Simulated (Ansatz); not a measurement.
# C6H16Cl2GeN2: the cost of one run

Computed with Ansatz 0.2.0, Gaussian basis. Level: one geometry, several basis sets.

Levels to be run: PBE0-D4/def2-SVP; ωB97M-V/def2-SVP; PBE0-D4/def2-QZVPP; ωB97M-V/def2-QZVPP; the functionals' def2-TZVPP values are taken from earlier runs.

### 1 The relaxed structure

An earlier PBE0-D4 in a triple-zeta def2 set relaxation fixed the geometry.

27 atoms, charge 0, spin multiplicity 1.

Atoms are counted from 1 here; the program's logs count them from 0.

Bond lengths: C1–C2 1.522 Å, C1–H12 1.093 Å, C1–H13 1.091 Å, C1–H14 1.095 Å, C2–C3 1.520 Å, C2–N4 1.460 Å, C2–H15 1.096 Å, C3–H16 1.095 Å, C3–H17 1.091 Å, C3–H18 1.093 Å, N4–Ge5 1.797 Å, N4–H19 1.011 Å, Ge5–Cl6 2.157 Å, Ge5–Cl7 2.157 Å, Ge5–N8 1.797 Å, N8–C9 1.460 Å, N8–H20 1.011 Å, C9–C10 1.522 Å and more. Angles: C2–C1–H12 111.1°, C2–C1–H13 111.0°, C2–C1–H14 110.3°, H12–C1–H13 108.4°, H12–C1–H14 107.7°, H13–C1–H14 108.1°, C1–C2–C3 111.6°, C1–C2–N4 112.5°, C1–C2–H15 108.5°, C3–C2–N4 109.5°, C3–C2–H15 108.1°, N4–C2–H15 106.4°, C2–C3–H16 110.5°, C2–C3–H17 110.8°, C2–C3–H18 111.0°, H16–C3–H17 108.0°, H16–C3–H18 107.8°, H17–C3–H18 108.7° and more.

### 2 PBE0-D4 in def2-SVP

Input file in.yaml:

```yaml
crystal:
  periodic: [false, false, false]
  atoms:
    - {symbol: C, position_ang: [-1.909382, -2.532493, -1.137345]}
    - {symbol: C, position_ang: [-1.236882, -1.605432, -0.135466]}
    - {symbol: C, position_ang: [-1.570620, -1.992397, 1.296263]}
    - {symbol: N, position_ang: [-1.580269, -0.203207, -0.354880]}
    - {symbol: Ge, position_ang: [-0.602467, 0.854710, -1.429370]}
    - {symbol: Cl, position_ang: [-1.686877, 2.719114, -1.463676]}
    - {symbol: Cl, position_ang: [-0.393251, 0.242508, -3.487158]}
    - {symbol: N, position_ang: [1.084162, 0.898558, -0.810323]}
    - {symbol: C, position_ang: [1.397232, 1.363397, 0.538083]}
    - {symbol: C, position_ang: [1.673981, 2.858848, 0.587873]}
    - {symbol: C, position_ang: [2.561426, 0.560155, 1.095272]}
    - {symbol: H, position_ang: [-1.616187, -3.571845, -0.969355]}
    - {symbol: H, position_ang: [-1.645270, -2.260971, -2.160999]}
    - {symbol: H, position_ang: [-2.998193, -2.473167, -1.039344]}
    - {symbol: H, position_ang: [-0.151166, -1.681895, -0.264924]}
    - {symbol: H, position_ang: [-2.646595, -1.902893, 1.475788]}
    - {symbol: H, position_ang: [-1.054824, -1.340499, 2.003198]}
    - {symbol: H, position_ang: [-1.283279, -3.026958, 1.498942]}
    - {symbol: H, position_ang: [-2.575478, -0.027682, -0.375577]}
    - {symbol: H, position_ang: [1.783423, 1.145519, -1.497144]}
    - {symbol: H, position_ang: [0.513355, 1.152445, 1.150991]}
    - {symbol: H, position_ang: [0.823553, 3.427572, 0.207489]}
    - {symbol: H, position_ang: [1.879110, 3.186794, 1.610025]}
    - {symbol: H, position_ang: [2.548704, 3.104505, -0.023000]}
    - {symbol: H, position_ang: [3.460753, 0.721768, 0.492731]}
    - {symbol: H, position_ang: [2.788426, 0.860404, 2.121080]}
    - {symbol: H, position_ang: [2.334914, -0.507254, 1.084526]}
basis:
  gaussian: {orbitals: def2-SVP}
hamiltonian: {xc: pbe0, dispersion: d4}
output: {orbitals: {seedname: orbitals}}
```

Run with:

```sh
$ ansatz run in.yaml --threads 11 --pin off --events-out ev --progress --plain --max-ram 174080MiB --backend cpu
```

**Question.** How long does this run take on 11 threads of AMD EPYC 7R13, shared host, and how much memory does it need?

About 4.2 s, with a peak of 1.2 GiB.
